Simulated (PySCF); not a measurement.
# C13H5O5: the cost of one run

Computed with PySCF 2.14.0, with density-fitted response routines of our own, on a single molecule, in the gas phase or a continuum. Atoms are numbered from 0 throughout.

**1. The starting structure**

23 atoms, charge -1, multiplicity 1; geometry from: GFN2-xTB.

Bonds of the start (Å): O0–C1 1.21, C1–C2 1.52, C2–O3 1.22, C2–C4 1.46, C4–O5 1.32, C4–C6 1.40, C6–C7 1.41, C7–C8 1.45, C8–O9 1.22, C8–C10 1.50, C10–C11 1.38, C11–C12 1.39, C12–C13 1.38, C13–C14 1.39, C14–C15 1.38, C15–C16 1.49, C16–O17 1.25, C6–C1 1.48, C16–C7 1.43, C15–C10 1.40, O5–H18 1.01, C11–H19 1.08, C12–H20 1.08, C13–H21 1.08, C14–H22 1.08.

**2. Geometry optimisation at PBE0-D3(BJ)/def2-SVP**

The job: settings as JSON, then the geometry in Å.

```
{"job": {"xc": "PBE0", "basis": "def2-SVP", "d3": "d3bj", "grid": 2, "kind": "geom"}, "charge": -1, "multiplicity": 1}
O      2.649980     2.187150    -0.969780
C      2.592480     1.113600    -0.421490
C      3.614770     0.135120     0.141700
O      4.827030     0.079950     0.238750
C      2.487160    -0.714380     0.515720
O      2.392490    -1.886400     1.117990
C      1.529770     0.170980     0.002400
C      0.121240     0.096090    -0.041970
C     -0.782780     1.080070    -0.605410
O     -0.554510     2.148210    -1.145420
C     -2.162740     0.518450    -0.396330
C     -3.392900     1.034320    -0.736940
C     -4.529780     0.292810    -0.420810
C     -4.423440    -0.929300     0.218570
C     -3.179020    -1.450880     0.563190
C     -2.056340    -0.715070     0.248870
C     -0.616540    -1.004970     0.484940
O     -0.202220    -2.038990     1.045560
H      1.403910    -2.104330     1.173180
H     -3.466720     1.989300    -1.236050
H     -5.507880     0.677150    -0.678600
H     -5.319480    -1.487840     0.454440
H     -3.089120    -2.404430     1.062850
```

**Question.** How long does this first job take on 8 threads of Intel Xeon Platinum 8375C at 2.90GHz (Ice Lake), shared host?

About 6.7 min.
